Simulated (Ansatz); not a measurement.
# Cu+ with F−: structure and interaction energy

The task here is to estimate one member of a computed series from the others.

Program: Ansatz 0.2.0, Gaussian basis. Level of theory: PBE0-D4 structure, single points in def2-TZVPPD. These are calculated values, not measurements.

Levels: PBE-D4, revPBE-D4, BLYP-D4, r2SCAN-D4, B97M-V, PBE0-D4, B3LYP-D4, HSE06-D4, wB97X-V, wB97M-V, B2PLYP, Hartree-Fock, MP2, CCSD, CCSD(T). The reference is CCSD(T) extrapolated to the basis limit. For elements past Ar these valence bases correlate outer-core shells poorly and lack relativity, so that limit is rough.

Cores are frozen in the correlated methods. The 3s and 3p shells of Cu and Zn are frozen; filled d shells are correlated. B3LYP uses VWN-RPA correlation. B2PLYP carries no dispersion term here.

150 further runs of the same task are left out: 150 set aside as unsound or not needed.

### Starting geometry

The pair, from a GFN2-xTB docking trial: 2 atoms, charge 0, spin multiplicity 1.

Atoms are counted from 1 here; the program's logs count them from 0.

Bond lengths: Cu1–F2 1.715 Å.

As a file:

```xyz
2
charge 0, multiplicity 1
Cu    0.00000    0.00000   -0.85750
F     0.00000    0.00000    0.85750
```

Atoms 1 to 1 are fragment A (Cu+), the rest fragment B (F−).

The first run:

pre/in.yaml

```yaml
crystal:
  periodic: [false, false, false]
  atoms:
    - {symbol: Cu, position_ang: [0.000000, -0.000000, -0.857500]}
    - {symbol: F, position_ang: [0.000000, 0.000000, 0.857500]}
basis:
  gaussian: {orbitals: def2-SVP}
hamiltonian: {xc: pbe, dispersion: d4}
relax: {f_tol: 0.03, max_steps: 250}
```

Run with:

```
$ ansatz run in.yaml --threads 2 --pin off --events-out ev --progress --plain --max-ram 5222MiB
```

Among the steps run: A first relaxation in a small basis; Relaxation at PBE0-D4; wB97X-V/def2-TZVPPD; wB97M-V/def2-TZVPPD; B2PLYP/def2-TZVPPD; B97M-V/def2-TZVPPD; CCSD(T)/def2-TZVPPD; Vibrations of the pair.

One of the session's tables, all rows but one given; the rest of the session is left out.

```
      method  interaction (kJ/mol)
      PBE-D4               -853.50
   revPBE-D4               -832.28
     BLYP-D4               -847.49
   r2SCAN-D4               -861.29
      B97M-V               -858.54
     PBE0-D4               -819.81
    B3LYP-D4               -823.91
    HSE06-D4               -819.45
     wB97X-V               -809.53
     wB97M-V               -808.26
      B2PLYP               -811.49
Hartree-Fock               -727.00
         MP2               -789.08
        CCSD                     ?
     CCSD(T)               -783.43
 CCSD(T)/CBS               -806.82
```

Estimate the missing values for CCSD.

The run gave: interaction (kJ/mol): -775.11. In the column «interaction (kJ/mol)» it lies between CCSD(T) (-783.43) and Hartree-Fock (-727.00).
